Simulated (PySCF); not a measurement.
# [Dy(NH2)2]+: forces at shaken geometries

Aim: move all atoms of relaxed [Dy(NH2)2]+ at random and read energies and forces. The species was built from a template and needn't be a known compound.

Program: PySCF 2.14.0. Level of theory: TPSS, Dy lcecp-1-SVP with ECP55, N def2-SVP, H def2-SVP; scalar-relativistic core potentials, no spin–orbit coupling. These are calculated values, not measurements.

4 further runs of the same task are left out: 2 for a known fault of the program, 1 that didn't finish, 1 set aside as unsound or not needed.

## 1. The starting structure

7 atoms, charge 1, spin multiplicity 1.

Bond lengths: Dy1–N2 2.088 Å, Dy1–H4 2.787 Å, Dy1–N5 2.090 Å, Dy1–H7 2.796 Å, N2–H3 1.029 Å, N2–H4 1.030 Å, N5–H6 1.030 Å, N5–H7 1.030 Å. Angles: N2–Dy1–H4 18.1°, N2–Dy1–N5 104.7°, N2–Dy1–H7 86.9°, H4–Dy1–N5 86.6°, H4–Dy1–H7 68.8°, N5–Dy1–H7 17.8°, Dy1–N2–H3 131.1°, Dy1–N2–H4 123.0°, H3–N2–H4 105.8°, Dy1–H4–N2 38.9°, Dy1–N5–H6 130.4°, Dy1–N5–H7 123.7°, H6–N5–H7 105.9°, Dy1–H7–N5 38.4°.

Coordinates:

```xyz
7
charge 1, multiplicity 1
Dy    1.14755    0.05306   -0.00502
N    -0.12353    0.09906    1.65104
H     0.07889    0.16483    2.65778
H    -1.14970    0.04579    1.57348
N    -0.13020   -0.12216   -1.64922
H     0.08146   -0.19293   -2.65425
H    -1.15663   -0.16460   -1.57381
```

Formal oxidation states: Dy +3. Each metal's 9 4f electrons lie in its core potential, so multiplicities, spins and levels count the valence alone. An earlier session relaxed this geometry at TPSS, Dy lcecp-1-SVP with ECP55, N def2-SVP, H def2-SVP (singlet, point group Cs).

Its energy there is -148.753156 Eh.

## 2. Atoms moved at random, σ = 0.1 Å

run.py (the lines that set the calculation)

```python
mol = gto.M(atom='''
Dy     1.28334    -0.14426    -0.07939
N     -0.05254    -0.05463     1.66692
H     -0.02159     0.05299     2.83181
H     -1.13947     0.15826     1.54746
N     -0.12167    -0.14190    -1.69372
H      0.00664     0.04995    -2.75166
H     -1.20687    -0.03737    -1.52143''',
    basis={'Dy': 'lcecp-1-SVP', 'N': 'def2-SVP', 'H': 'def2-SVP'},
    ecp={'Dy': 'lcecp-1-SVP'},
    charge=1, spin=0)
mf = dft.RKS(mol, xc='TPSS')
mf.grids.atom_grid = (50, 194)  # f atoms: unpruned, at least (60, 302)
mf = mf.density_fit()  # fitting sets: Dy AutoAux, N def2-universal-JKFIT, H def2-universal-JKFIT
mf.conv_tol = 1e-08; mf.max_cycle = 55
mf.kernel(dm0)  # dm0: the density of the relaxed state
```

Command:

```
$ OMP_NUM_THREADS=2 python run.py
```

## 3. Atoms moved at random, σ = 0.06 Å

run.py (the lines that set the calculation)

```python
mol = gto.M(atom='''
Dy     1.04813     0.01096    -0.00340
N     -0.10572     0.08719     1.64111
H      0.02135     0.18207     2.67166
H     -1.07738     0.06521     1.57414
N     -0.11252    -0.19718    -1.68278
H      0.11005    -0.11614    -2.67235
H     -1.13608    -0.14907    -1.52837''',
    basis={'Dy': 'lcecp-1-SVP', 'N': 'def2-SVP', 'H': 'def2-SVP'},
    ecp={'Dy': 'lcecp-1-SVP'},
    charge=1, spin=0)
mf = dft.RKS(mol, xc='TPSS')
mf.grids.atom_grid = (50, 194)  # f atoms: unpruned, at least (60, 302)
mf = mf.density_fit()  # fitting sets: Dy AutoAux, N def2-universal-JKFIT, H def2-universal-JKFIT
mf.conv_tol = 1e-08; mf.max_cycle = 55
mf.kernel(dm0)  # dm0: the density of the relaxed state
```

## 4. Atoms moved at random, σ = 0.1 Å

run.py (the lines that set the calculation)

```python
mol = gto.M(atom='''
Dy     1.05399    -0.04121    -0.02002
N     -0.05104     0.05775     1.73325
H      0.11378     0.18048     2.54161
H     -1.06209     0.07003     1.51336
N     -0.19898    -0.11174    -1.66765
H      0.11575    -0.36441    -2.54300
H     -1.22357     0.09214    -1.55755''',
    basis={'Dy': 'lcecp-1-SVP', 'N': 'def2-SVP', 'H': 'def2-SVP'},
    ecp={'Dy': 'lcecp-1-SVP'},
    charge=1, spin=0)
mf = dft.RKS(mol, xc='TPSS')
mf.grids.atom_grid = (50, 194)  # f atoms: unpruned, at least (60, 302)
mf = mf.density_fit()  # fitting sets: Dy AutoAux, N def2-universal-JKFIT, H def2-universal-JKFIT
mf.conv_tol = 1e-08; mf.max_cycle = 55
mf.kernel(dm0)  # dm0: the density of the relaxed state
```

What does the calculation give? Wanted: for each run, σ; energy rise; harmonic estimate −½ F·u; largest force component.

As calculated:

| σ (Å) | energy rise (eV) | harmonic estimate −½ F·u (eV) | largest force component (eV/Å) |
| --- | --- | --- | --- |
| 0.1 | 0.799 | 0.837 | 3.72 |
| 0.06 | 0.258 | 0.262 | 2.95 |
| 0.1 | 1.496 | 1.757 | 15.55 |

Every displacement raises the energy. For a harmonic well the rise equals −½ F·u; the two differ by at most 17 % here (a move with σ = 0.1 Å), from anharmonicity, the grid and the small forces left at the relaxed point. The bases are small and lack diffuse functions. Spin–orbit coupling is left out.
